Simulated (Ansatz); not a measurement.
# ScZn: relaxation and properties

One table from this session's results is given with a row withheld; the runs are named, their logs left out.

Program: Ansatz 0.2.0. Level of theory: DFT r2SCAN, scalar-relativistic, plane waves, PAW. These are calculated values, not measurements.

## The system as given

It takes space group Pm-3m (No. 221, cubic). The conventional cell has a = 3.350 Å, b = 3.350 Å, c = 3.350 Å, α = 90.00°, β = 90.00°, γ = 90.00°. Sc (site symmetry m-3m) is surrounded by 8 Zn at 2.90 Å. Zn (site symmetry m-3m) is surrounded by 8 Sc at 2.90 Å.

Coordinates:

```cif
data_structure
_symmetry_space_group_name_H-M 'Pm-3m'
_symmetry_Int_Tables_number 221
_cell_length_a 3.3500
_cell_length_b 3.3500
_cell_length_c 3.3500
_cell_angle_alpha 90.000
_cell_angle_beta 90.000
_cell_angle_gamma 90.000
_cell_volume 37.60
loop_
_atom_site_label
_atom_site_type_symbol
_atom_site_symmetry_multiplicity
_atom_site_Wyckoff_symbol
_atom_site_fract_x
_atom_site_fract_y
_atom_site_fract_z
_atom_site_occupancy
Sc1 Sc 1 a 0.00000 0.00000 0.00000 1
Zn1 Zn 1 b 0.50000 0.50000 0.50000 1
```

Source of the structure: the Crystallography Open Database.

The first run:

(A quick probe on a coarse mesh, which set the mesh and smearing, is not shown.)

Input file input.yaml:

```yaml
crystal:
  lattice:
    - [3.35, 0.0, 0.0]
    - [0.0, 3.35, 0.0]
    - [0.0, 0.0, 3.35]
  atoms:
    - { symbol: Sc, position: [0.0, 0.0, 0.0] }
    - { symbol: Zn, position: [0.5, 0.5, 0.5] }
basis:
  ecutwfc: 500
kpoints:
  mp_grid: { grid: [12, 12, 12] }
hamiltonian:
  xc: r2scan
scf:
  occupations: { method: gaussian, width: 0.1 }
output:
  forces: true
  stress: true
  eigenvalues: true
  write_density: true
  write_potential: true
  elf: true
  volumetric_format: npy
relax:
  adjacent_minimum: "off"
  f_tol: 0.005
  max_steps: 80
  cell: { stress_tol: 0.05 }
```

Started as:

```
$ ansatz run input.yaml --threads 1 --pin off --max-ram 2560MiB --backend cpu --events-out ev --progress --plain --runs-dir out
```

Among the steps run: Relaxing cell and atoms; Electronic structure at the relaxed geometry; Point at V/V0 = 0.97; The cell scaled to 1.03 of its volume; The cell scaled to 0.94 of its volume; Point at V/V0 = 1.06.

One table of the session follows, with a row left open; its other results are not shown here.

It belongs to the step «Energy against volume». 

| volume (Å³/atom) | energy above the lowest point (meV/atom) | pressure (GPa) |
| --- | --- | --- |
| 17.372 | 18.7 | 5.72 |
| 17.927 | 4.4 | 2.62 |
| 18.481 | 0.0 | -0.03 |
| 19.035 | ? | ? |
| 19.590 | 15.6 | -4.26 |

**Question.** Estimate the row for volume (Å³/atom) = 19.035.

Worked estimate for «energy above the lowest point (meV/atom)». A straight line through the neighbours (18.481, 0.0) and (19.590, 15.6) gives 0.0 + (15.6 − 0.0) × (19.035 − 18.481) / (19.590 − 18.481) = 7.8; a parabola fitted to 3 rows on both sides gives 3.7.

As computed: energy above the lowest point (meV/atom): 4.1; pressure (GPa): -2.31. In «energy above the lowest point (meV/atom)» the line misses by +3.7 and the parabola by -0.4.

Caveats from the session: The start is a reported cell, which holds thermal expansion that this zero-temperature run lacks. The projections leave out shells that the potentials don't hold, such as empty d states.
